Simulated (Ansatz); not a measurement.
**Sodium, fcc under r²SCAN: structure, energy and stiffness**

Aim: take sodium in the fcc structure, relax it, solve it on a dense k-mesh, switch on spin-orbit coupling, then scale the cell to 7 volumes from 88 to 112 % of the relaxed one and try a fit of the equation of state. The k-meshes are 10×10×10 for the relaxation; 17×17×17 for the dense run; 10×10×10 for spin-orbit coupling; 12×12×12 for the volumes.

This is Na in the fcc structure; at room conditions it is bcc.

Method: DFT r2SCAN, plane waves (500 eV) with PAW, scalar-relativistic; PAW files made under PBE, frozen cores solved again for the functional, in Ansatz 0.2.0.

### 1 The structure to begin with

The structure is cubic, space group Fm-3m (No. 225). The conventional cell has a = 5.323 Å, b = 5.323 Å, c = 5.323 Å, α = 90.00°, β = 90.00°, γ = 90.00°. Na (site symmetry m-3m) is surrounded by 12 Na at 3.76 Å.

As a file:

```xyz
1
Lattice="0.0000 2.6616 2.6616 2.6616 0.0000 2.6616 2.6616 2.6616 0.0000" Properties=species:S:1:pos:R:3 pbc="T T T"
Na    0.0000    0.0000    0.0000
```

### 2 Geometry optimisation

File input.yaml:

```yaml
crystal:
  lattice:
    - [0.0, 2.6615832179, 2.6615832179]
    - [2.6615832179, 0.0, 2.6615832179]
    - [2.6615832179, 2.6615832179, 0.0]
  atoms:
    - { symbol: Na, position: [0.0, 0.0, 0.0] }
hamiltonian:
  xc: r2scan
  pseudopotentials:
    kind: paw
    azcp:
      Na: "pseudopotentials/Na.paw.azcp"
basis:
  ecutwfc: 500
  fft_grid_basis: typed
kpoints:
  mp_grid: { grid: [10, 10, 10], shift: [0, 0, 0] }
magnetization:
  spin_polarized: false
scf:
  occupations: { method: fermi_dirac, width: 0.1 }
relax:
  max_steps: 60
  f_tol: 0.01
  cell: {}
```

Started as:

```console
$ ansatz run input.yaml --threads 1 --pin off --max-ram 3584MiB --backend cpu --events-out ev --progress --plain --runs-dir out
```

The runs that follow: Dense single point; A two-component run at the same geometry; Volume × 0.88; Volume × 0.92; Volume × 0.96; Volume × 1.0; Volume × 1.04; Volume × 1.08; Volume × 1.12.

Before running it: what results should come out? Wanted: space group; conventional cell; volume; shortest distance; gap on the mesh; V₀, B₀, B₀′.

The runs gave:

| quantity | value |
| --- | --- |
| space group (spins left aside) | Fm-3m (No. 225) |
| conventional cell | a = 5.323 Å |
| volume | 37.709 Å³/atom |
| shortest distance | 3.764 Å |
| gap on the mesh | none (levels filled in part) |
| V₀, B₀, B₀′ | 37.706 Å³/atom, 7.7 GPa, 3.6 |

The relaxation shrank the cell by 0.0 % in volume. Levels at the Fermi energy are filled in part, as in a metal. The total energy of the spin-orbit run (on a coarser mesh) lies +65 meV/atom from the scalar one; mesh and treatment of the core enter this figure, so it is no spin-orbit energy. B₀ comes out at 7.7 GPa, a soft solid. Relaxation kept the symmetry; phonons were not checked.
